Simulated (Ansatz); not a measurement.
# GeH4O2 + HF: a complex and its separated parts

The complex below is one end of an elementary step. How strongly is it bound against its free parts?

Program: Ansatz 0.2.0, Gaussian basis. Level of theory: PBE0-D4/def2-TZVP structures, single points in def2-TZVPP, no counterpoise correction. These are calculated values, not measurements.

Levels: SPW92, PBE-D4, BLYP-D4, r2SCAN-D4, B97M-V, PBE0-D4, B3LYP-D4, r2SCAN0-D4, BHLYP-D4, CAM-B3LYP-D4, wB97X-V, wB97M-V, B2PLYP, PBE-QIDH, RPA on PBE, Hartree-Fock, MP2, CCSD, CCSD(T).

Correlated methods freeze the cores. Filled d shells of the heavier atoms are correlated. B3LYP uses VWN-RPA correlation. B2PLYP carries no dispersion term here.

21 further runs of the same task are left out: 21 set aside as unsound or not needed.

## 1. The system as given

The complex: 9 atoms, charge 0, spin multiplicity 1.

Atoms are counted from 1 here; the program's logs count them from 0.

Bond lengths: Ge1–H3 1.529 Å, Ge1–H4 1.530 Å, Ge1–H5 1.532 Å, Ge1–O7 1.830 Å, F2–H6 0.943 Å, O7–O8 1.435 Å, O8–H9 0.966 Å. Angles: H3–Ge1–H4 113.9°, H3–Ge1–H5 112.7°, H3–Ge1–O7 107.5°, H4–Ge1–H5 113.5°, H4–Ge1–O7 101.9°, H5–Ge1–O7 106.3°, Ge1–O7–O8 105.4°, O7–O8–H9 100.7°.

Geometry (Å):

```mol
FGeH5O2
  3D, bonds by distance, orders not assigned

  9  7  0  0  0  0  0  0  0  0999 V2000
   -1.1966   -0.3060   -0.1061 Ge  0  0
    1.9494   -0.9043    1.6405 F   0  0
   -0.9083   -1.5877   -0.8887 H   0  0
   -1.6590   -0.5483    1.3318 H   0  0
   -2.0891    0.6698   -0.8798 H   0  0
    1.4749   -0.3231    1.0692 H   0  0
    0.3992    0.5510    0.1515 O   0  0
    0.9436    0.7466   -1.1620 O   0  0
    1.0860    1.7018   -1.1566 H   0  0
  1  3  8  0
  1  4  8  0
  1  5  8  0
  1  7  8  0
  2  6  8  0
  7  8  8  0
  8  9  8  0
M  END
```

Its parts: GeH4O2 holds atoms 1, 3, 4, 5, 7, 8, 9; HF holds atoms 2, 6. Each part counts its atoms afresh in its own runs.

## 2. Relaxing GeH4O2 alone

The input, relax-a/in.yaml:

```yaml
crystal:
  periodic: [false, false, false]
  atoms:
    - {symbol: Ge, position_ang: [-1.196569, -0.305980, -0.106065]}
    - {symbol: H, position_ang: [-0.908326, -1.587652, -0.888672]}
    - {symbol: H, position_ang: [-1.658994, -0.548328, 1.331823]}
    - {symbol: H, position_ang: [-2.089137, 0.669824, -0.879758]}
    - {symbol: O, position_ang: [0.399198, 0.551043, 0.151498]}
    - {symbol: O, position_ang: [0.943568, 0.746643, -1.161952]}
    - {symbol: H, position_ang: [1.085988, 1.701798, -1.156597]}
basis:
  gaussian: {orbitals: def2-TZVP}
hamiltonian: {xc: pbe0, dispersion: d4}
relax: {f_tol: 0.005, max_steps: 200}
```

No record of the launch command was kept for these runs.

The runs that follow: Relaxing HF alone; wB97M-V/def2-TZVPP; CCSD(T)/def2-TZVPP; Vibrations of GeH4O2; Vibrations of HF.

**Question.** What will these runs give? Wanted: complex less parts, CCSD(T)/def2-TZVPP; with zero-point energy; largest T1 diagnostic.

**Answer**, as computed:

| quantity | value |
| --- | --- |
| complex less parts, CCSD(T)/def2-TZVPP | -36.4 kJ/mol |
| with zero-point energy | -27.8 kJ/mol |
| largest T1 diagnostic | 0.013 |

At CCSD(T) the complex lies 36.4 kJ/mol below its parts. Among the functionals B2PLYP lands nearest to CCSD(T) (-0.4 kJ/mol) and SPW92 farthest (-20.6 kJ/mol). By rung, the mean size of the error is: LDA 20.6, GGA 4.7, meta-GGA 2.2, hybrid 3.5, range-separated hybrid 3.7, double hybrid 0.6 kJ/mol. PBE-D4 gives a relative energy 5.2 kJ/mol too low, outside chemical accuracy (1 kcal/mol, 4.2 kJ/mol). No counterpoise was applied, and triple zeta lacks some correlation, so the CCSD(T) reference has a basis error of its own, and close matches with it are partly luck.
